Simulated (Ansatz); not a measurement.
# Ag: the cost of one run

Method: DFT PBE+D3(BJ), scalar-relativistic, plane waves, PAW, in Ansatz 0.2.0.

1 further run of the same task is left out (set aside as unsound or not needed).

## 1. The structure to begin with

Symmetry: Fm-3m, No. 225, cubic system. The conventional cell has a = 4.073 Å, b = 4.073 Å, c = 4.073 Å, α = 90.00°, β = 90.00°, γ = 90.00°. Ag (site symmetry m-3m) is surrounded by 12 Ag at 2.88 Å.

Coordinates:

```
CELL_PARAMETERS angstrom
0.00000 2.03670 2.03670
2.03670 0.00000 2.03670
2.03670 2.03670 0.00000
ATOMIC_POSITIONS crystal
Ag 0.00000 0.00000 0.00000
```

It is the result of an earlier relaxation at this level (volume 16.90 Å³/atom; gap on the mesh: none (metal)).

## 2. The slab

Miller indices refer to the conventional cell of the relaxed bulk, Fm-3m (No. 225): a = 4.073 Å, b = 4.073 Å, c = 4.073 Å, α = 90.00°, β = 90.00°, γ = 90.00°.

A (100) slab, 6.1 Å thick as cut, with 16 Å of vacuum, in a 2×2 surface cell; its outer planes are Ag (top) and Ag (bottom).

The slab as cut. Layers, bottom to top:

```csv
plane,atoms per cell,height over the lowest (Å)
1,Ag4,0.00
2,Ag4,2.04
3,Ag4,4.07
4,Ag4,6.11
```

## 3. The clean surface, relaxed

Contents of input.yaml:

```yaml
crystal:
  lattice:
    - [5.7606628207, 0.0, 0.0]
    - [0.0, 5.7606628207, 0.0]
    - [0.0, 0.0, 22.110105617]
  atoms:
    - { symbol: Ag, position: [0.25, 0.25, 0.3618254991] }
    - { symbol: Ag, position: [0.25, 0.75, 0.3618254991] }
    - { symbol: Ag, position: [0.75, 0.25, 0.3618254991] }
    - { symbol: Ag, position: [0.75, 0.75, 0.3618254991] }
    - { symbol: Ag, position: [0.5, 0.5, 0.453941833] }
    - { symbol: Ag, position: [0.5, 0.0, 0.453941833] }
    - { symbol: Ag, position: [0.0, 0.5, 0.453941833] }
    - { symbol: Ag, position: [0.0, 0.0, 0.453941833] }
    - { symbol: Ag, position: [0.75, 0.75, 0.546058167] }
    - { symbol: Ag, position: [0.75, 0.25, 0.546058167] }
    - { symbol: Ag, position: [0.25, 0.75, 0.546058167] }
    - { symbol: Ag, position: [0.25, 0.25, 0.546058167] }
    - { symbol: Ag, position: [0.0, 0.0, 0.6381745009] }
    - { symbol: Ag, position: [0.0, 0.5, 0.6381745009] }
    - { symbol: Ag, position: [0.5, 0.0, 0.6381745009] }
    - { symbol: Ag, position: [0.5, 0.5, 0.6381745009] }
basis:
  ecutwfc: 420
kpoints:
  mp_grid: { grid: [3, 3, 1] }
hamiltonian:
  xc: pbe
  dispersion: d3bj
scf:
  occupations: { method: gaussian, width: 0.1 }
output:
  forces: true
  eigenvalues: true
  write_density: true
  write_potential: true
  elf: true
  volumetric_format: npy
relax:
  adjacent_minimum: "off"
  f_tol: 0.03
  max_steps: 70
  constraints: [{ sites: [0, 1, 2, 3, 4, 5, 6, 7] }]
efield:
  axis: 3
  dipole_correction: true
  ramp_width: 0.04
```

Run with:

```
$ ansatz run input.yaml --threads 4 --pin off --max-ram 10240MiB --backend cpu --events-out ev --progress --plain --runs-dir out
```

**Question.** How long does this run take on 4 threads of AMD EPYC 9R45 (Zen 5), shared host, and how much memory does it need?

About 15 s, with a peak of 1.9 GiB.
